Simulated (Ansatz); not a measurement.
**CH4BrFSi: how energies converge with the basis set**

One table from this session's results is given with a row withheld; the runs are named, their logs left out.

Method: one geometry, several basis sets; program: Ansatz 0.2.0, Gaussian basis.

Levels to be run: PBE0-D4/def2-SVP; ωB97M-V/def2-SVP; PBE0-D4/def2-QZVPP; ωB97M-V/def2-QZVPP; the functionals' def2-TZVPP values are taken from earlier runs.

### The geometry

An earlier PBE0-D4 in a triple-zeta def2 set relaxation fixed the geometry.

SMILES `FC[SiH2]Br`, 8 atoms, charge 0, spin multiplicity 1.

Atoms are counted from 1 here; the program's logs count them from 0.

Bond lengths: F1–C2 1.390 Å, C2–Si3 1.889 Å, C2–H5 1.095 Å, C2–H6 1.095 Å, Si3–Br4 2.222 Å, Si3–H7 1.480 Å, Si3–H8 1.480 Å. Angles: F1–C2–Si3 109.1°, F1–C2–H5 108.7°, F1–C2–H6 108.7°, Si3–C2–H5 111.1°, Si3–C2–H6 111.1°, H5–C2–H6 108.1°, C2–Si3–Br4 106.6°, C2–Si3–H7 111.0°, C2–Si3–H8 111.0°, Br4–Si3–H7 108.6°, Br4–Si3–H8 108.6°, H7–Si3–H8 110.8°.

The first run:

Input file in.yaml:

```yaml
crystal:
  periodic: [false, false, false]
  atoms:
    - {symbol: F, position_ang: [-0.825618, 1.788114, 0.310696]}
    - {symbol: C, position_ang: [0.170665, 0.964144, -0.200939]}
    - {symbol: Si, position_ang: [-0.233215, -0.831732, 0.223197]}
    - {symbol: Br, position_ang: [1.404138, -2.068511, -0.629457]}
    - {symbol: H, position_ang: [1.130278, 1.265266, 0.230864]}
    - {symbol: H, position_ang: [0.224723, 1.111104, -1.284205]}
    - {symbol: H, position_ang: [-1.512074, -1.248833, -0.394853]}
    - {symbol: H, position_ang: [-0.266797, -1.036752, 1.688898]}
basis:
  gaussian: {orbitals: def2-SVP}
hamiltonian: {xc: pbe0, dispersion: d4}
output: {orbitals: {seedname: orbitals}}
```

Started as:

```sh
> ansatz run in.yaml --threads 4 --pin off --events-out ev --progress --plain --max-ram 10444MiB
```

Among the steps run: PBE0-D4 in def2-SVP; ωB97M-V in def2-SVP; PBE0-D4 in def2-QZVPP; ωB97M-V in def2-QZVPP.

One table of the session follows, with a row left open; its other results are not shown here.

It belongs to the step «Density functionals: the series». 

```
functional       basis  HOMO (eV)  LUMO (eV)
   PBE0-D4    def2-SVP      -8.36      -0.12
   PBE0-D4  def2-TZVPP      -8.47      -0.42
   PBE0-D4  def2-QZVPP      -8.49      -0.55
   ωB97M-V    def2-SVP          ?          ?
   ωB97M-V  def2-TZVPP     -10.70       1.43
   ωB97M-V  def2-QZVPP     -10.72       1.11
```

Q: Estimate the row for ωB97M-V, def2-SVP from the others.

The run gave: HOMO (eV): -10.55; LUMO (eV): 1.89. In the column «HOMO (eV)» it lies between ωB97M-V, def2-TZVPP (-10.70) and PBE0-D4, def2-QZVPP (-8.49).
